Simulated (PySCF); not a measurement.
# C2H9OPSi: the cost of one run

The runs use PySCF 2.14.0, with density-fitted response routines of our own; the level of theory stands in each step. All values are computed, except where a source is named. Atoms count from 0, in the outputs and in this text.

## 1. The molecule as given

14 atoms, charge 0, multiplicity 1; geometry from: GFN2-xTB. The atoms were then displaced at random by about 0.01 Å, so the start is not that level's minimum.

Bonds of the start (Å): C0–C1 1.51, C1–Si2 1.90, Si2–O3 1.62, Si2–P4 2.27, C0–H5 1.07, C0–H6 1.11, C0–H7 1.07, C1–H8 1.11, C1–H9 1.08, Si2–H10 1.48, O3–H11 0.94, P4–H12 1.39, P4–H13 1.37.

## 2. Relaxing the molecule at PBE0-D3(BJ)/def2-SVP

The job: settings as JSON, then the geometry in Å.

```
{"job": {"xc": "PBE0", "basis": "def2-SVP", "d3": "d3bj", "grid": 1, "shake": 0.01, "kind": "geom"}, "charge": 0, "multiplicity": 1}
C     -2.055800     0.131980     0.021580
C     -0.692620     0.765640    -0.112230
Si     0.679990    -0.541540    -0.058400
O      0.558660    -1.672870    -1.207580
P      2.632820     0.551020    -0.416530
H     -2.199240    -0.312780     0.985310
H     -2.840470     0.914200    -0.087870
H     -2.215360    -0.594610    -0.752020
H     -0.548280     1.511990     0.701530
H     -0.626010     1.319140    -1.042170
H      0.624330    -1.384840     1.151000
H      0.648420    -1.481820    -2.124620
H      2.604760     1.233270     0.794080
H      3.421630    -0.453860     0.085420
```

Command:

```sh
$ OMP_NUM_THREADS=1 python probes_run.py task.json out
```

The driver reads the jobs from task.json and runs them one after another.

Q: Estimate the wall time and peak memory of this first job on 1 thread of Arm Neoverse V2, shared host.

About 27 s, with a peak of 0.51 GiB.
